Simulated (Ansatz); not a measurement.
# CaAu5: equal strain of all cell vectors

One table from this session's results is given with a row withheld; the runs are named, their logs left out.

The COD entry's cell or inner coordinates are ideal or old and differ from later refinements, so a difference from it is no clean test against experiment.

Program: Ansatz 0.2.0. Level of theory: DFT PBEsol, scalar-relativistic, plane waves, PAW. These are calculated values, not measurements.

2 further runs of the same task are left out: 2 set aside as unsound or not needed.

### The system as given

Symmetry: F-43m, No. 216, cubic system. The conventional cell has a = 7.720 Å, b = 7.720 Å, c = 7.720 Å, α = 90.00°, β = 90.00°, γ = 90.00°. Ca (site symmetry -43m) has 16 Au at 3.20 to 3.34 Å in its first shell of neighbours. Around Au (site symmetry -43m) lie 12 Au at 3.20 Å and 4 Ca at 3.34 Å. Around Au (site symmetry 3m) lie 9 Au at 2.72 to 3.20 Å and 3 Ca at 3.20 Å.

Structure file:

```
CELL_PARAMETERS angstrom
0.00000 3.86007 3.86007
3.86007 0.00000 3.86007
3.86007 3.86007 0.00000
ATOMIC_POSITIONS crystal
Ca 0.00000 0.00000 0.00000
Au 0.75000 0.75000 0.75000
Au 0.37530 0.87410 0.37530
Au 0.37530 0.37530 0.87410
Au 0.37530 0.37530 0.37530
Au 0.87410 0.37530 0.37530
```

This cell was relaxed beforehand with the same method: volume 19.17 Å³/atom, gap on the mesh none (metal).

The first run:

File input.yaml:

```yaml
crystal:
  lattice:
    - [0.0, 3.8600654241, 3.8600654241]
    - [3.8600654241, 0.0, 3.8600654241]
    - [3.8600654241, 3.8600654241, 0.0]
  atoms:
    - { symbol: Ca, position: [0.0, 0.0, 0.0] }
    - { symbol: Au, position: [0.75, 0.75, 0.75] }
    - { symbol: Au, position: [0.3753009017, 0.8740972949, 0.3753009017] }
    - { symbol: Au, position: [0.3753009017, 0.3753009017, 0.8740972949] }
    - { symbol: Au, position: [0.3753009017, 0.3753009017, 0.3753009017] }
    - { symbol: Au, position: [0.8740972949, 0.3753009017, 0.3753009017] }
basis:
  ecutwfc: 420
kpoints:
  mp_grid: { grid: [8, 8, 8] }
hamiltonian:
  xc: pbesol
scf:
  occupations: { method: gaussian, width: 0.1 }
output:
  forces: true
  stress: true
  eigenvalues: true
```

On the command line:

```sh
> ansatz run input.yaml --threads 1 --pin off --max-ram 2560MiB --backend cpu --events-out ev --progress --plain --runs-dir out
```

Among the steps run: The unstrained reference; The cell strained by -1.0 %; At +1.0 %; At -2.0 %; The cell strained by +2.0 %; At -3.0 %; The cell strained by +3.0 %.

One of the session's tables, all rows but one given; the rest of the session is left out.

It belongs to the step «Energy and stress against strain (a metal throughout)». Lengths are those of the vectors of the cell that was run; stresses in GPa:

```
strain (%)  ΔE (meV/atom)  a (Å)  b (Å)  c (Å)
      -3.0           68.1  5.295  5.295  5.295
      -2.0           28.8  5.350  5.350  5.350
      -1.0              ?      ?      ?      ?
      +0.0            0.0  5.459  5.459  5.459
      +1.0            6.5  5.514  5.514  5.514
      +2.0           24.7  5.568  5.568  5.568
      +3.0           53.0  5.623  5.623  5.623
```

Q: Estimate the row for strain (%) = -1.0 from the others.

Worked estimate for «ΔE (meV/atom)». A straight line through the neighbours (-2.0, 28.8) and (0.0, 0.0) gives 28.8 + (0.0 − 28.8) × (-1.0 + 2.0) / (0.0 + 2.0) = 14.4; a parabola fitted to 4 rows on both sides gives 6.8.

The run gave: ΔE (meV/atom): 6.8; a (Å): 5.404; b (Å): 5.404; c (Å): 5.404. In «ΔE (meV/atom)» the line misses by +7.6 and the parabola by 0.0.

ΔE is over the unstrained cell. Stress in GPa, positive in compression, on the Cartesian axes of the input. 

To keep in mind: Warnings in the runs' records: stress scf threshold loose.
